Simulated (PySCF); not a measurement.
# SVWN5/cc-pVDZ run of Si2H5ClO (SMILES O[SiH]([SiH3])Cl)

What is the energy change on altering one bond length of Si2H5ClO at SVWN5/cc-pVDZ? 

Program for the calculation: PySCF 2.14.0.

2 further runs of the same task are left out: 2 set aside as unsound or not needed.

## 1. The molecule

The species is Si2H5ClO (9 atoms), meant as a singlet with charge 0. As SMILES, `O[SiH]([SiH3])Cl`. The coordinates come from a PBE0-D4/def2-TZVP relaxation. This is one conformer, not always the lowest.

Bond lengths: O1–Si2 1.639 Å, Si2–Si3 2.335 Å, Si2–Cl4 2.068 Å, O1–H5 0.959 Å, Si2–H6 1.486 Å, Si3–H7 1.487 Å, Si3–H8 1.485 Å, Si3–H9 1.487 Å. Some angles: O1–Si2–Si3 107.4°, O1–Si2–Cl4 110.6°, Si3–Si2–Cl4 108.6°, O1–Si2–H6 111.0°, Si3–Si2–H6 114.5°, Cl4–Si2–H6 104.7°, Si2–O1–H5 118.4°, Si2–Si3–H7 110.4°, Si2–Si3–H8 109.5°, Si2–Si3–H9 108.6°.

## 2. The energy at SVWN5/cc-pVDZ

calc.py reads:

```python
from pyscf import gto, dft

mol = gto.Mole()
mol.atom = '''
O      0.976799     1.780311    -3.035656
Si    -0.501911     1.511403    -0.327301
Si     0.664995    -2.362536     1.434869
Cl    -4.371692     1.522741    -0.867384
H      0.706758     3.278675    -4.019070
H     -0.005480     3.733721     1.317328
H      3.439113    -2.441148     1.875553
H     -0.075022    -4.441612    -0.299900
H     -0.666506    -2.668860     3.889434
'''
mol.spin = 0
mol.basis = 'cc-pvdz'
mol.charge = 0
mol.max_memory = 1860
mol.unit = 'bohr'
mol.verbose = 4
mol.build()

ks = dft.RKS(mol, xc='svwn')
ks.conv_tol = 1e-10
ks.grids.level = 5
ks.kernel()
if not ks.converged:
    ks = ks.newton().run(ks.mo_coeff, ks.mo_occ)

etot = ks.e_tot
print('E = %.10f Eh' % etot)
```

On the command line:

```bash
$ OMP_NUM_THREADS=1 python calc.py
```

Output:

```text
PySCF version 2.14.0

[... 81 lines left out ...]
converged SCF energy = -1113.11676464817
E = -1113.1167646482 Eh
```

Run time: 8.7 s. Hardware: 1 thread of Intel Xeon 6975P-C (Granite Rapids), shared host; peak memory 0.32 GiB.

## 3. The distorted shape, same level

input.py reads:

```python
from pyscf import gto, dft

mol = gto.Mole()
mol.atom = [
    ('O', (0.728263, 0.990726, -1.996039)),
    ('Si', (-0.054237, 0.848426, -0.562839)),
    ('Si', (0.563263, -1.201574, 0.369661)),
    ('Cl', (-2.102037, 0.854426, -0.848639)),
    ('H', (0.585363, 1.783626, -2.516439)),
    ('H', (0.208463, 2.024426, 0.307461)),
    ('H', (2.031263, -1.243174, 0.602861)),
    ('H', (0.171663, -2.301774, -0.548339)),
    ('H', (-0.352700, -1.412300, 2.058200)),
]
mol.max_memory = 1860
mol.basis = 'cc-pvdz'
mol.spin = 0
mol.charge = 0
mol.verbose = 3
mol.build()

mf = dft.RKS(mol, xc='svwn')
mf.conv_tol = 1e-10
mf.grids.level = 5
mf.kernel()
if not mf.converged:
    mf = mf.newton().run(mf.mo_coeff, mf.mo_occ)

e_tot = mf.e_tot
print(f'total energy: {e_tot:.8f} hartree')
```

On the command line:

```bash
$ OMP_NUM_THREADS=1 python input.py
```

Output:

```text
converged SCF energy = -1113.08562214113
total energy: -1113.08562214 hartree
```

Run time: 9.6 s. Hardware: 1 thread of Intel Xeon 6975P-C (Granite Rapids), shared host; peak memory 0.32 GiB.

## 4. Outcome

At SVWN5/cc-pVDZ:

```
                                                          quantity           value
                                         first shape: total energy  -1113.11676 Eh
                                        first shape: dipole moment          1.43 D
                                          first shape: HOMO energy        -6.83 eV
                                          first shape: LUMO energy        -0.97 eV
                                        first shape: HOMO–LUMO gap         5.86 eV
                                     distorted shape: total energy  -1113.08562 Eh
                                    distorted shape: dipole moment          1.77 D
                                      distorted shape: HOMO energy        -6.89 eV
                                      distorted shape: LUMO energy        -1.78 eV
                                    distorted shape: HOMO–LUMO gap         5.11 eV
energy change with the Si3–H9 bond stretched from 1.487 to 1.933 Å        0.847 eV
```

With the Si3–H9 bond stretched from 1.487 to 1.933 Å the energy rises by 0.85 eV (19.5 kcal/mol). The first shape isn't relaxed at this level, so the change isn't measured from a minimum. Mulliken charges (first shape) run from -0.26 on O1 to +0.29 on Si2. Mulliken charges (distorted shape) run from -0.26 on O1 to +0.30 on Si2; they depend strongly on the basis.
